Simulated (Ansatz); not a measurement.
# Sn7H2: the cost of one run

Method: DFT PBEsol, scalar-relativistic, plane waves, PAW, in Ansatz 0.2.0.

1 further run of the same task is left out (set aside as unsound or not needed).

**1. Starting point**

It takes space group Pm (No. 6, monoclinic). The conventional cell has a = 9.251 Å, b = 4.626 Å, c = 23.678 Å, α = 90.00°, β = 90.00°, γ = 90.00°. Sn (site symmetry m) is surrounded by 2 H at 1.73 Å. Sn (site symmetry m) has 4 Sn at 2.83 Å as nearest neighbours. Sn (site symmetry m) is surrounded by 4 Sn at 2.81 to 2.85 Å. Around Sn (site symmetry m) lie 4 Sn at 2.77 to 2.83 Å. Sn (site symmetry m) is surrounded by 4 Sn at 2.78 to 2.85 Å. Sn (site symmetry m) has 4 Sn at 2.77 to 2.81 Å as nearest neighbours. Only part of the 16 independent sites is listed.

Coordinates:

```xyz
18
Lattice="4.6256 0.0000 0.0000 0.0000 9.2512 0.0000 0.0000 0.0000 23.6785" Properties=species:S:1:pos:R:3 pbc="T T T"
Sn    0.0000    2.3128    5.0161
Sn    0.0000    6.9384    5.0161
Sn    0.0000    4.6256    6.6515
Sn    0.0000    0.0000    6.6515
Sn    2.3128    4.6256    8.2869
Sn    2.3128    0.0000    8.2869
Sn    2.3128    6.9761    9.8916
Sn    2.3128    2.2840    9.8459
Sn    0.0000    7.0587   11.4898
Sn    0.0000    2.1083   11.4008
Sn    0.0000   -0.0507   13.4057
Sn    0.0000    4.5688   12.7731
Sn    2.3128    1.4462   14.0388
Sn    2.3128    4.2812   14.0388
H    -1.4089    2.3128    4.0114
H     1.4089    2.3128    4.0114
H     1.4005    6.9384    3.9979
H    -1.4005    6.9384    3.9979
```

This is the geometry of the first run shown, built on a cell relaxed beforehand with the same method.

**2. What is varied**

Atoms count from 1 in the order of the input.

Two atoms of the surface dimers are held at set heights.

- height of Sn13 above its place in the flat dimer: 7 values from −0.771 to 0.746 Å
- height of Sn14 above its place in the flat dimer: 7 values from −0.771 to 0.746 Å

Relaxed at each point: all atoms of the upper layers, but for the two heights. Points are written as (first, second).

**3. Grid point (−0.522 Å, −0.522 Å)**

Input file input.yaml:

```yaml
crystal:
  lattice:
    - [4.6255803528, 0.0, 0.0]
    - [0.0, 9.2511607056, 0.0]
    - [0.0, 0.0, 23.678474177]
  atoms:
    - { symbol: Sn, position: [0.0, 0.25, 0.2118437377] }
    - { symbol: Sn, position: [0.0, 0.75, 0.2118437377] }
    - { symbol: Sn, position: [0.0, 0.5, 0.2809102496] }
    - { symbol: Sn, position: [0.0, 0.0, 0.2809102496] }
    - { symbol: Sn, position: [0.5, 0.5, 0.3499767614] }
    - { symbol: Sn, position: [0.5, 0.0, 0.3499767614] }
    - { symbol: Sn, position: [0.5, 0.7540775421, 0.4177468262] }
    - { symbol: Sn, position: [0.5, 0.2468829854, 0.4158162318] }
    - { symbol: Sn, position: [0.0, 0.7630112689, 0.4852417402] }
    - { symbol: Sn, position: [0.0, 0.2278908167, 0.4814842974] }
    - { symbol: Sn, position: [0.0, -0.0054771149, 0.5661539973] }
    - { symbol: Sn, position: [0.0, 0.4938571628, 0.5394395992] }
    - { symbol: Sn, position: [0.5, 0.1563239835, 0.5928909295] }
    - { symbol: Sn, position: [0.5, 0.4627712268, 0.5928909295] }
    - { symbol: H, position: [-0.3045898427, 0.25, 0.1694126054] }
    - { symbol: H, position: [0.3045898427, 0.25, 0.1694126054] }
    - { symbol: H, position: [0.3027625626, 0.75, 0.1688415084] }
    - { symbol: H, position: [-0.3027625626, 0.75, 0.1688415084] }
basis:
  ecutwfc: 420
kpoints:
  mp_grid: { grid: [6, 3, 1] }
hamiltonian:
  xc: pbesol
scf:
  occupations: { method: gaussian, width: 0.05 }
output:
  forces: true
  eigenvalues: true
relax:
  adjacent_minimum: "off"
  f_tol: 0.03
  max_steps: 30
  constraints:
    - { sites: [0, 1, 2, 3, 4, 5, 14, 15, 16, 17] }
    - { sites: [12, 13], fix: z }
efield:
  axis: 3
  dipole_correction: true
  ramp_width: 0.04
```

Run with:

```sh
$ ansatz run input.yaml --threads 4 --pin off --max-ram 12288MiB --backend cpu --events-out ev --progress --plain --runs-dir out
```

What time and memory should one allow on 4 threads of Arm Neoverse V2, shared host?

About 2.7 min, with a peak of 2.6 GiB.
